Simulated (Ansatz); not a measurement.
# Co5Ni3O8: the cost of one run

Program: Ansatz 0.2.0. Level of theory: DFT PBE+U, scalar-relativistic, plane waves, PAW. These are calculated values, not measurements.

## (1) The system as given

The structure is trigonal, space group R-3m (No. 166). Conventional cell: a = 5.980 Å, b = 5.980 Å, c = 14.649 Å, α = 90.00°, β = 90.00°, γ = 120.00°. Co (site symmetry 2/m) has 6 O at 2.11 Å as nearest neighbours. Co (site symmetry -3m) is surrounded by 6 O at 2.11 Å. Ni (site symmetry 2/m) has 6 O at 2.11 Å as nearest neighbours. O (site symmetry m) has 4 Co at 2.11 Å and 2 Ni at 2.11 Å as nearest neighbours. Around O (site symmetry 3m) lie 3 Co at 2.11 Å and 3 Ni at 2.11 Å.

As a file:

```cif
data_structure
_symmetry_space_group_name_H-M 'R-3m:H'
_symmetry_Int_Tables_number 166
_cell_length_a 5.9804
_cell_length_b 5.9804
_cell_length_c 14.6490
_cell_angle_alpha 90.000
_cell_angle_beta 90.000
_cell_angle_gamma 120.000
_cell_volume 453.74
loop_
_atom_site_label
_atom_site_type_symbol
_atom_site_symmetry_multiplicity
_atom_site_Wyckoff_symbol
_atom_site_fract_x
_atom_site_fract_y
_atom_site_fract_z
_atom_site_occupancy
Co1 Co 9 d 0.00000 0.50000 0.50000 1
Co2 Co 3 b 0.00000 0.00000 0.50000 1
Co3 Co 3 a 0.66667 0.33333 0.33333 1
Ni1 Ni 9 e 0.16667 0.83333 0.33333 1
O1 O 18 h 0.66667 0.83333 0.58333 1
O2 O 6 c 0.66667 0.33333 0.58333 1
```

## (2) Relax cell and atoms

File input.yaml:

```yaml
crystal:
  lattice:
    - [0.0, -4.22880123, -4.22880123]
    - [-4.22880123, -4.22880123, 0.0]
    - [-4.22880123, 0.0, -4.22880123]
  atoms:
    - { symbol: Co, position: [0.5, 0.5, 0.5], spin: 2.85 }
    - { symbol: Co, position: [0.5, 0.0, 0.5], spin: 2.85 }
    - { symbol: Co, position: [0.5, 0.5, 0.0], spin: 2.85 }
    - { symbol: Co, position: [0.5, 0.0, 0.0], spin: 2.85 }
    - { symbol: Co, position: [0.0, 0.5, 0.5], spin: 2.81 }
    - { symbol: Ni, position: [0.0, 0.0, 0.5], spin: 1.9 }
    - { symbol: Ni, position: [0.0, 0.5, 0.0], spin: 1.9 }
    - { symbol: Ni, position: [0.0, 0.0, 0.0], spin: 1.9 }
    - { symbol: O, position: [0.25, 0.25, 0.25], spin: 0.26 }
    - { symbol: O, position: [0.25, 0.75, 0.25], spin: 0.26 }
    - { symbol: O, position: [0.25, 0.25, 0.75], spin: 0.26 }
    - { symbol: O, position: [0.25, 0.75, 0.75], spin: 0.24 }
    - { symbol: O, position: [0.75, 0.25, 0.25], spin: 0.24 }
    - { symbol: O, position: [0.75, 0.75, 0.25], spin: 0.26 }
    - { symbol: O, position: [0.75, 0.25, 0.75], spin: 0.26 }
    - { symbol: O, position: [0.75, 0.75, 0.75], spin: 0.26 }
basis:
  ecutwfc: 420
kpoints:
  mp_grid: { grid: [4, 4, 4] }
hamiltonian:
  xc: pbe
  hubbard:
    sites:
      - { species: Co, l: d, u_eff: 3.32 }
      - { species: Ni, l: d, u_eff: 6.2 }
scf:
  occupations: { method: gaussian, width: 0.1 }
output:
  forces: true
  stress: true
  eigenvalues: true
  populations: true
magnetization:
  spin_polarized: true
relax:
  adjacent_minimum: "off"
  f_tol: 0.05
  max_steps: 80
  cell: { stress_tol: 0.5 }
```

On the command line:

```
$ ansatz run input.yaml --threads 4 --pin off --max-ram 10240MiB --backend cpu --events-out ev --progress --plain --runs-dir out
```

**Question.** How long does this run take on 4 threads of Arm Neoverse V1, shared host, and how much memory does it need?

About 3.9 min, with a peak of 1.3 GiB.
